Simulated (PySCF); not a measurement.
# A diatomic session: GeBr+

An exercise on one series of results from a longer session: the logs are not shown, and one member is left open.

Program: PySCF 2.14.0. Level of theory: Ge def2-TZVPPD, Br def2-TZVPPD, no relativity. These are calculated values, not measurements.

The first run:

A driver script around PySCF takes these settings:

| Property | Result |
| --- | --- |
| atoms | Ge, Br |
| charge | 1 |
| basis | Ge def2-TZVPPD, Br def2-TZVPPD |
| Hamiltonian | no relativity |
| basis functions | 111 |
| electrons treated | 66 |
| masses in u | 73.9212, 78.9183 |
| levels | PBE0, PBE, r²SCAN, BHandHLYP, revPBE, MN15, r²SCAN0, TPSS, HSE06, HF, MP2, SCS-MP2, CCSD, CCSD(T) |
| grid | 80 radial by 434 angular points |
| occupations | held fixed by the projection of orbital angular momentum |
| dissociation limit | Ge+ + Br, each in its ground configuration |
| starting distance in angstrom | 2.375 |
| values of 2S to try | 0, 2 |

Started as:

```console
$ OMP_NUM_THREADS=2 python dia.py task.json out
```

Among the steps run: Set-up; PBE0 along the bond; Other states along the same grid; PBE (GGA); r²SCAN (meta-GGA); BHandHLYP (global hybrid GGA); revPBE (GGA); MN15 (hybrid meta-GGA); r²SCAN0; TPSS (meta-GGA); HSE06 (range-separated hybrid); RHF (mean field); Correlated methods on the Hartree–Fock reference.

One table of the session follows, with a row left open; its other results are not shown here.

```
      level  Re (Å)  ωe (cm⁻¹)  De (eV)
        RHF   2.203        381     2.80
    RHF-MP2   2.192        386     4.36
RHF-SCS-MP2       ?          ?        ?
   RHF-CCSD   2.198        382     4.02
RHF-CCSD(T)   2.205        375     4.22
        PBE   2.228        354     4.61
     revPBE   2.236        350     4.37
       TPSS   2.220        358     4.51
     r²SCAN   2.205        370     4.54
       PBE0   2.204        372     4.35
    r²SCAN0   2.192        380     4.30
      HSE06   2.206        371     4.39
       MN15   2.188        378     4.19
  BHandHLYP   2.202        376     3.93
```

Q: Estimate the row for RHF-SCS-MP2 from the others.

As computed: Re (Å): 2.198; ωe (cm⁻¹): 382; De (eV): 4.17.
